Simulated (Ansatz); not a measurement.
# SiTe2: a short molecular-dynamics run, part 2 of 2

A trajectory of SiTe2, a randomly packed cell with 6 atoms that was not relaxed first: 60 steps of 1 fs under a Nosé-Hoover thermostat at 600 K.

Ansatz 0.2.0; DFT PBE, plane waves, PAW, scalar-relativistic, no spin polarisation.

**3. More of the same log**

Output, continued:

```text
md step     6: t =     6.00 fs  T =   653.5 K  F+E_penalty+E_count = -29186.42533257 eV  E_kin = 0.422356 eV  conserved = -29186.00293770 eV  (3 SCF iters)
md step     7: t =     7.00 fs  T =   665.0 K  F+E_penalty+E_count = -29186.43278447 eV  E_kin = 0.429783 eV  conserved = -29186.00293764 eV  (2 SCF iters)
md step     8: t =     8.00 fs  T =   677.2 K  F+E_penalty+E_count = -29186.44071884 eV  E_kin = 0.437683 eV  conserved = -29186.00293756 eV  (2 SCF iters)
md step     9: t =     9.00 fs  T =   690.2 K  F+E_penalty+E_count = -29186.44913718 eV  E_kin = 0.446054 eV  conserved = -29186.00293744 eV  (3 SCF iters)
md step    10: t =    10.00 fs  T =   703.8 K  F+E_penalty+E_count = -29186.45804138 eV  E_kin = 0.454897 eV  conserved = -29186.00293730 eV  (5 SCF iters)
md step    11: t =    11.00 fs  T =   718.3 K  F+E_penalty+E_count = -29186.46743364 eV  E_kin = 0.464211 eV  conserved = -29186.00293714 eV  (3 SCF iters)
md step    12: t =    12.00 fs  T =   733.4 K  F+E_penalty+E_count = -29186.47731644 eV  E_kin = 0.473995 eV  conserved = -29186.00293695 eV  (3 SCF iters)
md step    13: t =    13.00 fs  T =   749.3 K  F+E_penalty+E_count = -29186.48769249 eV  E_kin = 0.484248 eV  conserved = -29186.00293680 eV  (2 SCF iters)
md step    14: t =    14.00 fs  T =   765.9 K  F+E_penalty+E_count = -29186.49856470 eV  E_kin = 0.494971 eV  conserved = -29186.00293666 eV  (3 SCF iters)
md step    15: t =    15.00 fs  T =   783.2 K  F+E_penalty+E_count = -29186.50993605 eV  E_kin = 0.506161 eV  conserved = -29186.00293648 eV  (2 SCF iters)
md step    16: t =    16.00 fs  T =   801.2 K  F+E_penalty+E_count = -29186.52180960 eV  E_kin = 0.517818 eV  conserved = -29186.00293632 eV  (2 SCF iters)
md step    17: t =    17.00 fs  T =   820.0 K  F+E_penalty+E_count = -29186.53418836 eV  E_kin = 0.529940 eV  conserved = -29186.00293618 eV  (3 SCF iters)
md step    18: t =    18.00 fs  T =   839.4 K  F+E_penalty+E_count = -29186.54707528 eV  E_kin = 0.542524 eV  conserved = -29186.00293605 eV  (2 SCF iters)
md step    19: t =    19.00 fs  T =   859.6 K  F+E_penalty+E_count = -29186.56047314 eV  E_kin = 0.555567 eV  conserved = -29186.00293594 eV  (3 SCF iters)
md step    20: t =    20.00 fs  T =   880.5 K  F+E_penalty+E_count = -29186.57438454 eV  E_kin = 0.569065 eV  conserved = -29186.00293581 eV  (6 SCF iters)
md step    21: t =    21.00 fs  T =   902.1 K  F+E_penalty+E_count = -29186.58881185 eV  E_kin = 0.583015 eV  conserved = -29186.00293566 eV  (2 SCF iters)
md step    22: t =    22.00 fs  T =   924.4 K  F+E_penalty+E_count = -29186.60375717 eV  E_kin = 0.597410 eV  conserved = -29186.00293557 eV  (3 SCF iters)
md step    23: t =    23.00 fs  T =   947.3 K  F+E_penalty+E_count = -29186.61922237 eV  E_kin = 0.612244 eV  conserved = -29186.00293555 eV  (2 SCF iters)
md step    24: t =    24.00 fs  T =   970.9 K  F+E_penalty+E_count = -29186.63520903 eV  E_kin = 0.627511 eV  conserved = -29186.00293553 eV  (3 SCF iters)
md step    25: t =    25.00 fs  T =   995.2 K  F+E_penalty+E_count = -29186.65171855 eV  E_kin = 0.643203 eV  conserved = -29186.00293549 eV  (2 SCF iters)
md step    26: t =    26.00 fs  T =  1020.1 K  F+E_penalty+E_count = -29186.66875213 eV  E_kin = 0.659310 eV  conserved = -29186.00293545 eV  (3 SCF iters)
md step    27: t =    27.00 fs  T =  1045.7 K  F+E_penalty+E_count = -29186.68631087 eV  E_kin = 0.675823 eV  conserved = -29186.00293541 eV  (2 SCF iters)
md step    28: t =    28.00 fs  T =  1071.8 K  F+E_penalty+E_count = -29186.70439586 eV  E_kin = 0.692731 eV  conserved = -29186.00293537 eV  (2 SCF iters)
md step    29: t =    29.00 fs  T =  1098.6 K  F+E_penalty+E_count = -29186.72300830 eV  E_kin = 0.710023 eV  conserved = -29186.00293529 eV  (3 SCF iters)
md step    30: t =    30.00 fs  T =  1125.9 K  F+E_penalty+E_count = -29186.74214957 eV  E_kin = 0.727687 eV  conserved = -29186.00293513 eV  (6 SCF iters)
md step    31: t =    31.00 fs  T =  1153.8 K  F+E_penalty+E_count = -29186.76182138 eV  E_kin = 0.745712 eV  conserved = -29186.00293489 eV  (3 SCF iters)
md step    32: t =    32.00 fs  T =  1182.2 K  F+E_penalty+E_count = -29186.78202581 eV  E_kin = 0.764084 eV  conserved = -29186.00293468 eV  (2 SCF iters)
md step    33: t =    33.00 fs  T =  1211.2 K  F+E_penalty+E_count = -29186.80276532 eV  E_kin = 0.782789 eV  conserved = -29186.00293447 eV  (3 SCF iters)
md step    34: t =    34.00 fs  T =  1240.6 K  F+E_penalty+E_count = -29186.82404266 eV  E_kin = 0.801814 eV  conserved = -29186.00293425 eV  (2 SCF iters)
md step    35: t =    35.00 fs  T =  1270.5 K  F+E_penalty+E_count = -29186.84586067 eV  E_kin = 0.821144 eV  conserved = -29186.00293402 eV  (2 SCF iters)
md step    36: t =    36.00 fs  T =  1300.9 K  F+E_penalty+E_count = -29186.86822203 eV  E_kin = 0.840763 eV  conserved = -29186.00293379 eV  (3 SCF iters)
md step    37: t =    37.00 fs  T =  1331.7 K  F+E_penalty+E_count = -29186.89112888 eV  E_kin = 0.860652 eV  conserved = -29186.00293366 eV  (2 SCF iters)
md step    38: t =    38.00 fs  T =  1362.8 K  F+E_penalty+E_count = -29186.91458260 eV  E_kin = 0.880794 eV  conserved = -29186.00293362 eV  (3 SCF iters)
md step    39: t =    39.00 fs  T =  1394.3 K  F+E_penalty+E_count = -29186.93858344 eV  E_kin = 0.901167 eV  conserved = -29186.00293368 eV  (2 SCF iters)
md step    40: t =    40.00 fs  T =  1426.2 K  F+E_penalty+E_count = -29186.96313042 eV  E_kin = 0.921747 eV  conserved = -29186.00293375 eV  (6 SCF iters)
md step    41: t =    41.00 fs  T =  1458.3 K  F+E_penalty+E_count = -29186.98822109 eV  E_kin = 0.942508 eV  conserved = -29186.00293387 eV  (3 SCF iters)
md step    42: t =    42.00 fs  T =  1490.7 K  F+E_penalty+E_count = -29187.01385151 eV  E_kin = 0.963422 eV  conserved = -29186.00293417 eV  (2 SCF iters)
md step    43: t =    43.00 fs  T =  1523.2 K  F+E_penalty+E_count = -29187.04001607 eV  E_kin = 0.984458 eV  conserved = -29186.00293468 eV  (3 SCF iters)
md step    44: t =    44.00 fs  T =  1555.9 K  F+E_penalty+E_count = -29187.06670730 eV  E_kin = 1.005583 eV  conserved = -29186.00293535 eV  (2 SCF iters)
md step    45: t =    45.00 fs  T =  1588.7 K  F+E_penalty+E_count = -29187.09391550 eV  E_kin = 1.026761 eV  conserved = -29186.00293617 eV  (3 SCF iters)
md step    46: t =    46.00 fs  T =  1621.5 K  F+E_penalty+E_count = -29187.12162824 eV  E_kin = 1.047952 eV  conserved = -29186.00293721 eV  (2 SCF iters)
md step    47: t =    47.00 fs  T =  1654.2 K  F+E_penalty+E_count = -29187.14982977 eV  E_kin = 1.069112 eV  conserved = -29186.00293859 eV  (3 SCF iters)
md step    48: t =    48.00 fs  T =  1686.8 K  F+E_penalty+E_count = -29187.17850018 eV  E_kin = 1.090193 eV  conserved = -29186.00294034 eV  (2 SCF iters)
md step    49: t =    49.00 fs  T =  1719.2 K  F+E_penalty+E_count = -29187.20761476 eV  E_kin = 1.111143 eV  conserved = -29186.00294252 eV  (3 SCF iters)
md step    50: t =    50.00 fs  T =  1751.4 K  F+E_penalty+E_count = -29187.23714322 eV  E_kin = 1.131903 eV  conserved = -29186.00294517 eV  (6 SCF iters)
md step    51: t =    51.00 fs  T =  1783.1 K  F+E_penalty+E_count = -29187.26704918 eV  E_kin = 1.152410 eV  conserved = -29186.00294830 eV  (3 SCF iters)
md step    52: t =    52.00 fs  T =  1814.3 K  F+E_penalty+E_count = -29187.29728980 eV  E_kin = 1.172592 eV  conserved = -29186.00295201 eV  (2 SCF iters)
md step    53: t =    53.00 fs  T =  1844.9 K  F+E_penalty+E_count = -29187.32781571 eV  E_kin = 1.192376 eV  conserved = -29186.00295625 eV  (3 SCF iters)
md step    54: t =    54.00 fs  T =  1874.8 K  F+E_penalty+E_count = -29187.35857123 eV  E_kin = 1.211680 eV  conserved = -29186.00296095 eV  (2 SCF iters)
md step    55: t =    55.00 fs  T =  1903.8 K  F+E_penalty+E_count = -29187.38949484 eV  E_kin = 1.230419 eV  conserved = -29186.00296609 eV  (3 SCF iters)
md step    56: t =    56.00 fs  T =  1931.8 K  F+E_penalty+E_count = -29187.42051987 eV  E_kin = 1.248507 eV  conserved = -29186.00297162 eV  (2 SCF iters)
md step    57: t =    57.00 fs  T =  1958.6 K  F+E_penalty+E_count = -29187.45157525 eV  E_kin = 1.265854 eV  conserved = -29186.00297752 eV  (3 SCF iters)
md step    58: t =    58.00 fs  T =  1984.2 K  F+E_penalty+E_count = -29187.48258641 eV  E_kin = 1.282369 eV  conserved = -29186.00298371 eV  (2 SCF iters)
md step    59: t =    59.00 fs  T =  2008.3 K  F+E_penalty+E_count = -29187.51347598 eV  E_kin = 1.297963 eV  conserved = -29186.00299013 eV  (3 SCF iters)
iter 1 solved again at ethr=4.68e-6 eV; its pass at ethr=1.00e-1 eV (dr2=3.37e-3 eV) is discarded
SCF iter   1: F=—  HF=-29187.544213 eV  |F-HF|=—  |Δ(HF+E_count)|=         —  Δρ=3.07e-4  dr2=3.39e-4  ethr=4.68e-6  ⟨swp⟩=6.1  Hψ=2678  notcnv=0
preconditioner: auto → LDOS  [insulator: Δε(μ)=0.098 eV  Ē_g=6.603 eV  σ=0.100 eV  W_gap=0.51  n_scr=42 (ndim 8)  ℏωp=14.0 eV  f_vac=0.046  D(μ)=4.09/eV (n_scr^D=24)  ε∞_Penn≈5.5  β→1.0]
SCF iter   2: F=—  HF=-29187.544173 eV  |F-HF|=—  |Δ(HF+E_count)|=   3.98e-5  Δρ=1.22e-4  dr2=9.77e-5  ethr=4.71e-7  ⟨swp⟩=3.5  Hψ=940  notcnv=0
iter 3 solved again at ethr=7.62e-9 eV; its pass at ethr=1.36e-7 eV (dr2=5.49e-6 eV) is discarded
SCF iter   3: F=—  HF=-29187.544165 eV  |F-HF|=—  |Δ(HF+E_count)|=   7.91e-6  Δρ=3.30e-5  dr2=6.04e-6  ethr=7.62e-9  ⟨swp⟩=3.0  Hψ=1738  notcnv=0
SCF iter   4: F=—  HF=-29187.544165 eV  |F-HF|=—  |Δ(HF+E_count)|=   4.65e-7  Δρ=1.12e-5  dr2=4.18e-7  ethr=7.62e-9  ⟨swp⟩=3.0  Hψ=937  notcnv=0
SCF iter   5: F=—  HF=-29187.544165 eV  |F-HF|=—  |Δ(HF+E_count)|=   6.69e-9  Δρ=2.98e-6  dr2=3.30e-8  ethr=5.80e-10  ⟨swp⟩=3.0  Hψ=1072  notcnv=0
SCF iter   6: F=-29187.544165 eV  HF=-29187.544165 eV  |F-HF|=2.66e-9  |Δ(HF+E_count)|=   5.94e-9  Δρ=9.45e-7  dr2=3.94e-9  ethr=4.59e-11  ⟨swp⟩=3.0  Hψ=994  notcnv=0
SCF 61 converged in 6 iterations: F = -29187.544165 eV  dr2 = 3.94e-9
  Residual-converged pass: ⟨swp⟩=4.0  Hψ=1228  notcnv=0  max |occ|·‖R‖ = 1.4e-6 eV (tolerance 1.6e-6 eV)  dr2=3.94e-9  dr2_onsite=2.57e-10  max |Δocc| = 3.1e-11
md step    60: t =    60.00 fs  T =  2030.9 K  F+E_penalty+E_count = -29187.54416467 eV  E_kin = 1.312550 eV  conserved = -29186.00299668 eV  (6 SCF iters)
SCF converged after 6 iterations
Free energy (F): -29187.544165 eV
Harris-Foulkes:  -29187.544165 eV  (|F-HF|=2.66e-9)
Internal energy: -29187.523662 eV  (E = F + TS)
E sigma→0 (E₀):  -29187.533913 eV
Entropy (-TS):   -0.020503 eV (-3.417 meV/atom)
Fermi energy:    5.237464 eV
--- Per-component energies (eV) ---
  E_band       = -1249.610431
  E_kinetic    = 778.715921
  E_local      = -6608.836668  (includes V_loc(G=0)·N_el)
  E_nonlocal   = -1190.915649
  E_hartree    = 3893.256950
  E_xc         = -596.106305
  E_vxc        = -494.166705  (∫ρ·V_xc dr)
  E_paw        = -19671.138980  (= ΣΔE_a)
  E_vpaw       = -1520.919151  (= ΣTr[D̂ρ^β])
  E_aug_tail   = -0.000714  (compensation charges beyond the density's cutoff)
  E_ewald      = -5792.498215
  E_smearing   = -0.020503  (= −TS)
  E_closure    = 0.000000  (closes the sum)
  Σ components = -29187.544165   (vs F -29187.544165, Δ=0.00e0)
--- Forces (eV/Å), atoms counted from 1 ---
  atom   1  Te     0.42102156    -1.02685462    -0.03344600
  atom   2  Te    -0.18885367     0.63328895     0.34400278
  atom   3  Te     0.25212098     0.10693135    -0.79535570
  atom   4  Te    -0.37935201    -0.00405324     0.93032667
  atom   5  Si     0.50843565    -0.14381452    -0.39912716
  atom   6  Si    -0.61337684     0.43451516    -0.04641265
  max |Σ_I F_I| component: 1.31e-5 eV/Å
--- MD trajectory: 60 steps, t = 0.0 → 60.0 fs ---
  final state: T = 2030.9 K   F+E_penalty+E_count = -29187.54416467 eV   E_kin = 1.312550 eV
  conserved energy: peak-to-peak 6.306e-5 eV (1.051e-5 eV/atom) over 60.0 fs
```

It took 6.8 min on 2 threads of an Arm CPU, shared host; peak memory 0.54 GiB.

**4. Frames and traces**

One step in 5; energies are changes from step 0; msd is the mean square displacement from the start, the centre of mass held:

```tsv
time (fs)	T (K)	potential energy change (meV/atom)	conserved energy change (meV/atom)	msd Si (Å²)	msd Te (Å²)
0.0	600	0.0	0.00	0.000	0.000
5.0	643	-4.6	0.00	0.001	0.000
10.0	704	-11.2	0.00	0.004	0.001
15.0	783	-19.9	0.00	0.010	0.003
20.0	880	-30.6	0.00	0.020	0.005
25.0	995	-43.5	0.00	0.036	0.007
30.0	1126	-58.6	0.00	0.057	0.011
35.0	1271	-75.9	0.00	0.087	0.015
40.0	1426	-95.4	0.00	0.126	0.021
45.0	1589	-117.2	0.00	0.176	0.027
50.0	1751	-141.1	0.00	0.237	0.034
55.0	1904	-166.5	0.00	0.311	0.043
60.0	2031	-192.2	-0.01	0.399	0.053
```

time (fs), T (K) and a bar:
```
      0.0        600 
      3.0        623 
      5.0        643 #
      8.0        677 ##
     10.0        704 ##
     13.0        749 ###
     16.0        801 ####
     18.0        839 #####
     21.0        902 ######
     23.0        947 #######
     26.0       1020 #########
     29.0       1099 ##########
     31.0       1154 ############
     34.0       1241 #############
     37.0       1332 ###############
     39.0       1394 #################
     42.0       1491 ###################
     44.0       1556 ####################
     47.0       1654 ######################
     50.0       1751 ########################
     52.0       1814 #########################
     55.0       1904 ###########################
     57.0       1959 ############################
     60.0       2031 ##############################
```

**5. Snapshots as a file**

Extended XYZ, with forces in eV/Å:

```xyz
6
Lattice="5.397 -0.821 -0.393 0.526 7.178 1.050 0.418 0.784 5.837" Properties=species:S:1:pos:R:3:forces:R:3 pbc="T T T" time_fs=8.0 T=677 dE=-0.0500
Te    4.480    0.901    3.791    0.039   -0.757    0.376
Te    4.825    4.304    4.870   -0.094    0.704    0.106
Te    1.555    3.828    2.762    0.473    0.547   -0.609
Te    2.099    2.397    5.926   -0.086   -0.062    0.702
Si    4.342    5.359    1.755   -0.047   -0.590   -0.154
Si    1.844    6.927    3.828   -0.286    0.159   -0.422
6
Lattice="5.397 -0.821 -0.393 0.526 7.178 1.050 0.418 0.784 5.837" Properties=species:S:1:pos:R:3:forces:R:3 pbc="T T T" time_fs=15.0 T=783 dE=-0.1192
Te    4.492    0.885    3.784    0.080   -0.761    0.352
Te    4.814    4.314    4.879   -0.129    0.712    0.172
Te    1.539    3.819    2.761    0.457    0.510   -0.644
Te    2.121    2.421    5.939   -0.095   -0.059    0.723
Si    4.341    5.321    1.745    0.019   -0.590   -0.203
Si    1.813    6.920    3.775   -0.332    0.188   -0.400
6
Lattice="5.397 -0.821 -0.393 0.526 7.178 1.050 0.418 0.784 5.837" Properties=species:S:1:pos:R:3:forces:R:3 pbc="T T T" time_fs=22.0 T=924 dE=-0.2130
Te    4.504    0.866    3.779    0.121   -0.775    0.330
Te    4.802    4.327    4.888   -0.157    0.724    0.240
Te    1.525    3.813    2.757    0.445    0.466   -0.683
Te    2.143    2.446    5.955   -0.115   -0.055    0.746
Si    4.341    5.274    1.732    0.089   -0.584   -0.261
Si    1.777    6.915    3.715   -0.382    0.224   -0.372
6
Lattice="5.397 -0.821 -0.393 0.526 7.178 1.050 0.418 0.784 5.837" Properties=species:S:1:pos:R:3:forces:R:3 pbc="T T T" time_fs=30.0 T=1126 dE=-0.3514
Te    4.519    0.840    3.775    0.172   -0.806    0.301
Te    4.789    4.346    4.900   -0.181    0.731    0.319
Te    1.511    3.808    2.750    0.433    0.407   -0.728
Te    2.166    2.473    5.976   -0.153   -0.048    0.779
Si    4.342    5.208    1.712    0.169   -0.556   -0.343
Si    1.727    6.915    3.640   -0.440    0.271   -0.328
6
Lattice="5.397 -0.821 -0.393 0.526 7.178 1.050 0.418 0.784 5.837" Properties=species:S:1:pos:R:3:forces:R:3 pbc="T T T" time_fs=38.0 T=1363 dE=-0.5239
Te    4.534    0.811    3.772    0.234   -0.853    0.248
Te    4.774    4.367    4.913   -0.197    0.721    0.397
Te    1.499    3.804    2.739    0.408    0.336   -0.764
Te    2.189    2.499    6.000   -0.199   -0.033    0.824
Si    4.348    5.131    1.684    0.252   -0.500   -0.434
Si    1.669    6.921    3.558   -0.498    0.329   -0.270
6
Lattice="5.397 -0.821 -0.393 0.526 7.178 1.050 0.418 0.784 5.837" Properties=species:S:1:pos:R:3:forces:R:3 pbc="T T T" time_fs=45.0 T=1589 dE=-0.7032
Te    4.548    0.783    3.770    0.302   -0.915    0.168
Te    4.761    4.389    4.925   -0.204    0.708    0.452
Te    1.491    3.803    2.727    0.363    0.263   -0.784
Te    2.208    2.522    6.025   -0.242   -0.014    0.868
Si    4.357    5.055    1.653    0.330   -0.429   -0.499
Si    1.609    6.932    3.483   -0.550    0.387   -0.204
6
Lattice="5.397 -0.821 -0.393 0.526 7.178 1.050 0.418 0.784 5.837" Properties=species:S:1:pos:R:3:forces:R:3 pbc="T T T" time_fs=52.0 T=1814 dE=-0.9066
Te    4.562    0.751    3.769    0.370   -0.979    0.072
Te    4.748    4.412    4.939   -0.202    0.690    0.461
Te    1.484    3.802    2.712    0.307    0.188   -0.796
Te    2.226    2.544    6.052   -0.297   -0.002    0.908
Si    4.371    4.974    1.614    0.414   -0.326   -0.515
Si    1.542    6.948    3.406   -0.593    0.429   -0.130
6
Lattice="5.397 -0.821 -0.393 0.526 7.178 1.050 0.418 0.784 5.837" Properties=species:S:1:pos:R:3:forces:R:3 pbc="T T T" time_fs=60.0 T=2031 dE=-1.1534
Te    4.580    0.713    3.769    0.421   -1.027   -0.033
Te    4.732    4.441    4.957   -0.189    0.633    0.344
Te    1.477    3.803    2.692    0.252    0.107   -0.795
Te    2.244    2.569    6.086   -0.379   -0.004    0.930
Si    4.395    4.878    1.560    0.508   -0.144   -0.399
Si    1.455    6.976    3.318   -0.613    0.435   -0.046
```

**6. What came out**

The summary covers parts 1 to 2.

```
                              quantity                             value
                                length                  60 steps of 1 fs
      temperature, first and last step                    600 and 2031 K
              temperature, second half  mean 1587 K, from 1126 to 2031 K
         potential energy, second half      -120 meV/atom from the start
largest change of the conserved energy                     0.01 meV/atom
 mean square displacement, second half             Si 0.194, Te 0.029 Å²
```

Against a set 600 K the second half averages 1587 K, going from 1126 to 2031 K over that half; the potential energy of that half lies 120 meV/atom under the start, so the atoms have moved to lower-lying arrangements, and the energy set free heats the cell. The conserved energy strays from its start by at most 0.01 meV/atom, under 0.1 % of the mean kinetic energy, so a step of 1 fs is short enough over this time. Over the second half Si atoms stand 0.4 Å (root mean square) from where they began, and the farthest move is 0.7 Å. Settings off the usual here: basis.ecutrho_ratio, scf.eigensolver.kind, basis.precision. A run of 60 fs with 6 atoms shows the motion but fixes no equilibrium value. The k-mesh is coarse.
